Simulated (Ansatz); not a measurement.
# SnGeH6 (SMILES [GeH3][SnH3]) at 3 levels

Wanted: a comparison of 3 runs (HF/STO-3G, SVWN5/def2-SVP, wB97M-V/def2-SVP) of SnGeH6. 

The results are computed with Ansatz 0.2.0.

41 further runs of the same task are left out: 41 set aside as unsound or not needed.

### 1 The system as given

SnGeH6 has 8 atoms, charge 0, and is taken as a singlet. SMILES: `[GeH3][SnH3]`. The Ge1–H5 distance was set to 1.999 Å, away from the relaxed value.

Bond lengths: Ge1–Sn2 2.595 Å, Ge1–H3 1.538 Å, Ge1–H4 1.538 Å, Sn2–H6 1.707 Å, Sn2–H7 1.707 Å, Sn2–H8 1.707 Å. Angles: Ge1–Sn2–H6 110.4°, Ge1–Sn2–H7 110.5°, Ge1–Sn2–H8 110.4°, Sn2–Ge1–H3 110.4°, Sn2–Ge1–H4 110.4°, H6–Sn2–H7 108.5°, H6–Sn2–H8 108.5°, H7–Sn2–H8 108.5°, H3–Ge1–H4 108.5°. A long bond or contact: Ge1–H5 1.999 Å.

### 2 A single-point energy at HF/STO-3G (run 1)

job.yaml

```yaml
crystal:
  periodic: [false, false, false]
  atoms:
    - {symbol: Ge, position_ang: [-1.006600, 0.105576, -0.699873]}
    - {symbol: Sn, position_ang: [0.499000, -0.470524, 1.333727]}
    - {symbol: H, position_ang: [-2.083300, 1.127076, -0.298073]}
    - {symbol: H, position_ang: [-1.705900, -1.158824, -1.225573]}
    - {symbol: H, position_ang: [0.087500, 0.886500, -2.179300]}
    - {symbol: H, position_ang: [-0.440100, -1.113024, 2.606627]}
    - {symbol: H, position_ang: [1.678500, -1.624424, 0.895227]}
    - {symbol: H, position_ang: [1.295400, 0.928876, 1.901527]}
basis:
  gaussian:
    orbitals: STO-3G
hamiltonian:
  xc: hf
accuracy: high
output:
  orbitals: {seedname: orbitals}
```

The run is started by

```
$ ansatz run job.yaml --threads 1 --pin off --max-ram 3480MiB --events-out events.jsonl --progress --plain --runs-dir runs
```

Standard output:

```text
Warning: RAYON_NUM_THREADS=1 ignored (pool sized by the plan → 1); use --threads N
Functional definition: HF
  name "HF"
  exchange = exact_x
  correlation = 0
873 factors; integrals over basis functions are off by at most 1.4e-8 eV
mean field evaluation 1: about -218194.0867 eV, gradient 8.8e0 eV
mean field evaluation 2: about -218194.0679 eV, gradient 8.7e0 eV
mean field evaluation 4: about -218194.5632 eV, gradient 4.4e-1 eV
mean field evaluation 8: about -218194.5661 eV, gradient 6.9e-7 eV
mean field -218194.56613294 eV, -8018.5024077968 hartree, gradient 9.5e-8 eV, S^2 0.000000; 0 other end points of the search recorded, 0 dependent functions left out
reference -218194.56613294 eV, -8018.5024077968 hartree; 44, 44 occupied and 7, 7 virtual orbitals, 873 factors
Total energy: -218194.56613294 eV, -8018.5024077968 hartree
```

Run time: 0.91 s. Hardware: 1 thread of Arm Neoverse V2, shared host; peak memory 0.13 GiB.

### 3 The energy at SVWN5/def2-SVP (core potential) (run 2)

input.yaml

```yaml
crystal:
  periodic: [false, false, false]
  atoms:
    - {symbol: Ge, position_ang: [-1.006600, 0.105576, -0.699873]}
    - {symbol: Sn, position_ang: [0.499000, -0.470524, 1.333727]}
    - {symbol: H, position_ang: [-2.083300, 1.127076, -0.298073]}
    - {symbol: H, position_ang: [-1.705900, -1.158824, -1.225573]}
    - {symbol: H, position_ang: [0.087500, 0.886500, -2.179300]}
    - {symbol: H, position_ang: [-0.440100, -1.113024, 2.606627]}
    - {symbol: H, position_ang: [1.678500, -1.624424, 0.895227]}
    - {symbol: H, position_ang: [1.295400, 0.928876, 1.901527]}
basis:
  gaussian:
    orbitals: def2-SVP
hamiltonian:
  xc: {name: SVWN5}
accuracy: high
output: {orbitals: {seedname: orbitals}}
```

The run is started by

```
$ ansatz run input.yaml --threads 1 --pin off --max-ram 3480MiB --events-out events.jsonl --progress --plain --runs-dir runs
```

Standard output:

```text
Warning: RAYON_NUM_THREADS=1 ignored (pool sized by the plan → 1); use --threads N
Functional definition: SVWN5
  name "SVWN5"
  exchange = slater_x
  correlation = vwn5_c
2013 factors; integrals over basis functions are off by at most 9.2e-9 eV
mean field evaluation 1: about -62341.1209 eV, gradient 2.5e1 eV
mean field evaluation 2: about -62341.6391 eV, gradient 2.3e1 eV
mean field evaluation 4: about -62342.2013 eV, gradient 7.7e-1 eV
mean field evaluation 8: about -62342.1945 eV, gradient 2.3e-2 eV
mean field evaluation 16: about -62342.1945 eV, gradient 5.5e-7 eV
mean field -62342.19446477 eV, -2291.0333895233 hartree, gradient 3.6e-8 eV, S^2 0.000000; 0 other end points of the search recorded, 0 dependent functions left out
reference -62342.19446870 eV, -2291.0333896677 hartree; 30, 30 occupied and 58, 58 virtual orbitals, 2013 factors
Total energy: -62342.19446870 eV, -2291.0333896677 hartree
```

Wall time 4.2 s (1 thread of Arm Neoverse V2, shared host); peak memory 0.22 GiB.

### 4 The energy at wB97M-V/def2-SVP (core potential) (run 3)

input.yaml, as its differences from that of step 3:

```diff
@@ -14,5 +14,7 @@
     orbitals: def2-SVP
+accuracy: high
+output:
+  orbitals: {seedname: orbitals}
+total_charge: 0
 hamiltonian:
-  xc: {name: SVWN5}
-accuracy: high
-output: {orbitals: {seedname: orbitals}}
+  xc: {name: wB97M-V}
```

The run is started by

```
$ ansatz run input.yaml --threads 1 --pin off --max-ram 3480MiB --events-out events.jsonl --progress --plain --runs-dir runs
```

Standard output (excerpt; [...] marks lines left out):

```text
Warning: RAYON_NUM_THREADS=1 ignored (pool sized by the plan → 1); use --threads N
Functional definition: wB97M-V
  name "wB97M-V"
[...]
  gx(w, u) = 1 - cx + cx01*u + cx10*w
  gss(w, u) = css00 + css04*u^4 + css10*w + css20*w^2 + css43*w^4*u^3
  gos(w, u) = cos00 + cos10*w + (cos20 + cos21*u)*w^2 + (cos60 + cos61*u)*w^6
[...]
      + integral(e_c_pw_mod_opposite_spin*gos(b97_w_opposite, b97_u_opposite)) + vv10(b, c)
2013 factors; integrals over basis functions are off by at most 9.2e-9 eV
396 factors; integrals over basis functions are off by at most 1.7e-9 eV
[...]
mean field -62433.36630747 eV, -2294.3838929438 hartree, gradient 4.0e-8 eV, S^2 0.000000; 0 other end points of the search recorded, 0 dependent functions left out
reference -62433.36631277 eV, -2294.3838931387 hartree; 30, 30 occupied and 58, 58 virtual orbitals, 2013 factors
Total energy: -62433.36631277 eV, -2294.3838931387 hartree
```

It took 68 s on 1 thread of Arm Neoverse V2, shared host; peak memory 0.62 GiB.

### 5 All runs side by side

```csv
run,level,core potential,energy (Eh),HOMO energy (eV),LUMO energy (eV),HOMO–LUMO gap (eV),wall time
1,HF/STO-3G,none,-8018.502408,-7.98,8.17,16.15,0.91 s
2,SVWN5/def2-SVP (core potential),def2-SVP,-2291.033390,-6.93,-1.93,5.00,4.2 s
3,wB97M-V/def2-SVP (core potential),def2-SVP,-2294.383893,-9.82,0.91,10.73,68 s
```

### 6 Results

| quantity | value |
| --- | --- |
| run 3: total energy | -2294.38389 Eh |
| run 3: HOMO energy | -9.82 eV |
| run 3: LUMO energy | 0.91 eV |
| run 3: HOMO–LUMO gap | 10.73 eV |

In words: The HOMO–LUMO gap runs from 5.00 eV (SVWN5/def2-SVP) to 16.15 eV (HF/STO-3G). The two ends differ in method and basis and core potential. Totals of different functionals can't be ranked against each other. Some runs of one species differ in core potentials or relativity; totals across that change don't compare. In run 1 the basis is minimal, so the values are rough. In run 1 relativity is left out where basis or elements ask for it. All runs together took 73 s, the longest 68 s.
